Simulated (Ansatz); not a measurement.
# C2H8ClInS: basis-set convergence

An exercise on one series of results from a longer session: the logs are not shown, and one member is left open.

Method: one geometry, several basis sets; program: Ansatz 0.2.0, Gaussian basis.

Levels to be run: PBE0-D4/def2-SVP; ωB97M-V/def2-SVP; PBE0-D4/def2-QZVPP; ωB97M-V/def2-QZVPP; the functionals' def2-TZVPP values are taken from earlier runs.

### Structure used throughout

All runs share one geometry, relaxed beforehand with PBE0-D4 in a triple-zeta def2 set. In takes the def2 core potential; no spin-orbit term is included.

SMILES `[CH3][In-]([CH3])([SH2+])[Cl]`, 13 atoms, charge 0, spin multiplicity 1.

Atoms are counted from 1 here; the program's logs count them from 0.

Bond lengths: C1–In2 2.140 Å, C1–H6 1.091 Å, C1–H7 1.090 Å, C1–H8 1.091 Å, In2–C3 2.142 Å, In2–S4 2.890 Å, In2–Cl5 2.414 Å, C3–H9 1.091 Å, C3–H10 1.090 Å, C3–H11 1.091 Å, S4–H12 1.343 Å, S4–H13 1.348 Å. Angles: In2–C1–H6 111.1°, In2–C1–H7 109.0°, In2–C1–H8 109.8°, H6–C1–H7 109.6°, H6–C1–H8 108.7°, H7–C1–H8 108.6°, C1–In2–C3 138.3°, C1–In2–S4 98.2°, C1–In2–Cl5 109.6°, C3–In2–S4 98.2°, C3–In2–Cl5 109.7°, S4–In2–Cl5 85.7°, In2–C3–H9 110.0°, In2–C3–H10 109.1°, In2–C3–H11 111.1°, H9–C3–H10 108.5°, H9–C3–H11 108.5°, H10–C3–H11 109.7° and more.

The first run:

Input file in.yaml:

```yaml
crystal:
  periodic: [false, false, false]
  atoms:
    - {symbol: C, position_ang: [-1.720253, 0.832523, -1.235408]}
    - {symbol: In, position_ang: [0.139869, 0.109191, -0.463401]}
    - {symbol: C, position_ang: [1.170796, -1.757906, -0.264017]}
    - {symbol: S, position_ang: [-0.357046, 0.606607, 2.339260]}
    - {symbol: Cl, position_ang: [1.720027, 1.928763, -0.318766]}
    - {symbol: H, position_ang: [-2.551768, 0.210085, -0.903048]}
    - {symbol: H, position_ang: [-1.872380, 1.856844, -0.895180]}
    - {symbol: H, position_ang: [-1.693968, 0.829047, -2.326211]}
    - {symbol: H, position_ang: [1.479170, -2.119663, -1.246149]}
    - {symbol: H, position_ang: [2.062638, -1.609162, 0.345020]}
    - {symbol: H, position_ang: [0.532541, -2.512203, 0.198176]}
    - {symbol: H, position_ang: [0.718911, -0.102421, 2.719398]}
    - {symbol: H, position_ang: [0.391763, 1.693595, 2.065125]}
basis:
  gaussian: {orbitals: def2-SVP}
hamiltonian: {xc: pbe0, dispersion: d4}
output: {orbitals: {seedname: orbitals}}
```

On the command line:

```console
ansatz run in.yaml --threads 4 --pin off --events-out ev --progress --plain --max-ram 11315MiB
```

Among the steps run: PBE0-D4 in def2-SVP; ωB97M-V in def2-SVP; PBE0-D4 in def2-QZVPP; ωB97M-V in def2-QZVPP.

One of the session's tables, all rows but one given; the rest of the session is left out.

It belongs to the step «Functionals by basis». 

| functional | basis | HOMO (eV) | LUMO (eV) |
| --- | --- | --- | --- |
| PBE0-D4 | def2-SVP | ? | ? |
| PBE0-D4 | def2-TZVPP | -7.33 | -0.36 |
| PBE0-D4 | def2-QZVPP | -7.35 | -0.49 |
| ωB97M-V | def2-SVP | -9.34 | 1.71 |
| ωB97M-V | def2-TZVPP | -9.50 | 1.10 |
| ωB97M-V | def2-QZVPP | -9.53 | 0.73 |

**Question.** Estimate the row for PBE0-D4, def2-SVP.

The run gave: HOMO (eV): -7.19; LUMO (eV): 0.06. In the column «HOMO (eV)» it is the highest.
